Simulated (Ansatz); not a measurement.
The system is HCN.

```
N C H
1.0
    -2.31606    2.31606    2.15990
     2.31606   -2.31606    2.15990
     2.31606    2.31606   -2.15990
N C H
1 1 1
Cartesian
  0.0000 0.0000 1.1747
  0.0000 0.0000 0.0159
  0.0000 0.0000 3.2489
```

The cell comes from a database or a generator and needn't be the stable form of this composition.

Base run:

```yaml
Program: Ansatz 0.2.0
Functional: PBE0 form with a typed share of exact exchange
Potentials_or_basis: Ansatz PAW
Cutoff: "420 eV (not typed: the program's choice for these potentials)"
k_mesh: 5 × 5 × 5
Occupations: fermi-dirac, width 0.05 eV
Spin: no spin polarisation
```

Its results: band gap on the k mesh 11.54 eV, indirect (least direct gap 11.93 eV); pressure -4.8 GPa; largest force 3.203 eV/Å.

**Question.** After a change of settings the same cell gave: band gap on the k mesh 8.28 eV, indirect (least direct gap 8.64 eV); pressure -1.5 GPa; largest force 1.188 eV/Å. Which change was it?
A. share of exact exchange from 0.5 to 0.15
B. share of exact exchange from 0.5 to 0.1
C. functional from PBE0 form with a typed share of exact exchange to PBE0; share of exact exchange from 0.5 to 0.25
D. share of exact exchange from 0.5 to 0

**Answer.** A.

Caveats: odd divisions of the mesh miss points on the zone boundary, where band edges often lie, so the gap on the mesh can be too wide; the PAW data sets come from PBE, with cores solved anew for the run's functional, which leaves a small shift of forces and pressure; forces of over 1 eV/Å show positions far from the minimum, so gaps and moduli don't describe the material at rest; the thresholds are loose for stress.
